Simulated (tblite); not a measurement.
# C6H16B2O: the cost of one run

Programs: tblite 0.8.0 and PySCF 2.14.0, with density-fitted response routines of our own. Each step states its level of theory. These are calculated values for one molecule in the gas phase, unless marked as measured. Atoms count from 0, in the outputs and in this text.

### 1 The starting structure

25 atoms, charge 0, multiplicity 1; geometry from: force field or distance geometry start.

Bonds of the start (Å): B0–C1 1.62, C1–C2 1.51, C1–C3 1.50, C3–B4 1.60, B4–O5 1.49, O5–C6 1.37, C6–C7 1.49, C6–C8 1.50, B0–H9 1.17, B0–H10 1.19, C1–H11 1.09, C2–H12 1.11, C2–H13 1.09, C2–H14 1.11, C3–H15 1.10, C3–H16 1.14, B4–H17 1.19, C6–H18 1.14, C7–H19 1.12, C7–H20 1.13, C7–H21 1.10, C8–H22 1.14, C8–H23 1.09, C8–H24 1.12.

### 2 Optimising the geometry with GFN2-xTB

The job: settings as JSON, then the geometry in Å.

```
{"job": {"kind": "relax", "xc": "GFN2-xTB", "basis": "xTB"}, "charge": 0, "multiplicity": 1}
B      3.486900    -1.431900    -0.259500
C      2.208300    -0.441100    -0.303200
C      2.743600     0.921300     0.082200
C      1.228200    -0.992600     0.687100
B     -0.109900    -0.130300     0.795800
O     -0.983800    -0.004400    -0.399000
C     -2.266900     0.264500     0.014100
C     -3.282700    -0.740200    -0.424700
C     -2.678100     1.638300    -0.440500
H      4.466100    -1.016400     0.230200
H      3.201700    -2.573300    -0.063700
H      1.828600    -0.414500    -1.325400
H      3.806500     0.929700    -0.225400
H      2.724500     1.111300     1.156100
H      2.221200     1.717700    -0.494500
H      0.955000    -2.020100     0.408100
H      1.668100    -0.948700     1.735600
H     -0.010500     0.854800     1.458900
H     -2.218300     0.296200     1.151100
H     -3.886800    -1.070400     0.460500
H     -3.975500    -0.237200    -1.161300
H     -2.788800    -1.621800    -0.869600
H     -2.736800     2.350700     0.448400
H     -1.934200     1.994100    -1.157100
H     -3.677300     1.588500    -0.937500
```

Launch:

```sh
OMP_NUM_THREADS=1 python probes_run.py task.json out
```

The driver reads the jobs from task.json and runs them one after another.

Q: Estimate the wall time and peak memory of this first job on 1 thread of Arm Neoverse V1, shared host.

About 1.7 s, with a peak of 0.18 GiB.
